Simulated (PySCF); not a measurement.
# H3O3Sm (Sm(OH)3): the cost of one run

Method: PBE0, Sm lcecp-1-SVP with ECP51, O def2-SVP, H def2-SVP; scalar-relativistic core potentials, no spin–orbit coupling; program: PySCF 2.14.0.

2 further runs of the same task are left out: 1 for a known fault of the program, 1 that didn't finish.

## Step 1: Starting geometry

7 atoms, charge 0, spin multiplicity 1.

Bond lengths: Sm1–O2 2.096 Å, Sm1–O4 2.096 Å, Sm1–O6 2.096 Å, O2–H3 0.956 Å, O4–H5 0.956 Å, O6–H7 0.956 Å. Angles: O2–Sm1–O4 119.5°, O2–Sm1–O6 119.5°, O4–Sm1–O6 119.5°, Sm1–O2–H3 177.1°, Sm1–O4–H5 177.1°, Sm1–O6–H7 177.1°.

Coordinates:

```xyz
7
charge 0, multiplicity 1
Sm    0.0000    0.0000   -0.0327
O     2.0904    0.0000    0.1162
H     3.0397    0.0000    0.2326
O    -1.0452    1.8103    0.1162
H    -1.5198    2.6325    0.2326
O    -1.0452   -1.8103    0.1162
H    -1.5199   -2.6325    0.2326
```

Formal oxidation states: Sm +3. Each metal's 5 4f electrons lie in its core potential, so multiplicities, spins and levels count the valence alone. An earlier session relaxed this geometry at PBE0, Sm lcecp-1-SVP with ECP51, O def2-SVP, H def2-SVP (singlet, point group C3v).

Its energy there is -261.947037 Eh.

## Step 2: Atoms moved at random, σ = 0.15 Å

Input file run.py (the lines that set the calculation):

```python
mol = gto.M(atom='''
Sm    -0.05675     0.06421    -0.01447
O      2.31875    -0.01862     0.04387
H      3.12810     0.21738     0.54514
O     -1.03532     1.63136     0.01352
H     -1.54785     2.65512     0.11258
O     -0.97510    -1.91388     0.11420
H     -1.83183    -2.63557     0.19866''',
    basis={'Sm': 'lcecp-1-SVP', 'O': 'def2-SVP', 'H': 'def2-SVP'},
    ecp={'Sm': 'lcecp-1-SVP'},
    charge=0, spin=0)
mf = dft.RKS(mol, xc='PBE0')
mf.grids.atom_grid = (50, 194)  # f atoms: unpruned, at least (60, 302)
mf = mf.density_fit()  # fitting sets: Sm AutoAux, O def2-universal-JKFIT, H def2-universal-JKFIT
mf.conv_tol = 1e-08; mf.max_cycle = 55
mf.kernel(dm0)  # dm0: the density of the relaxed state
```

Launch:

```bash
> OMP_NUM_THREADS=2 python run.py
```

**Question.** How long does this run take on 2 threads of Intel Xeon at 2.50GHz (Skylake/Cascade Lake), shared host?

About 9.1 s.
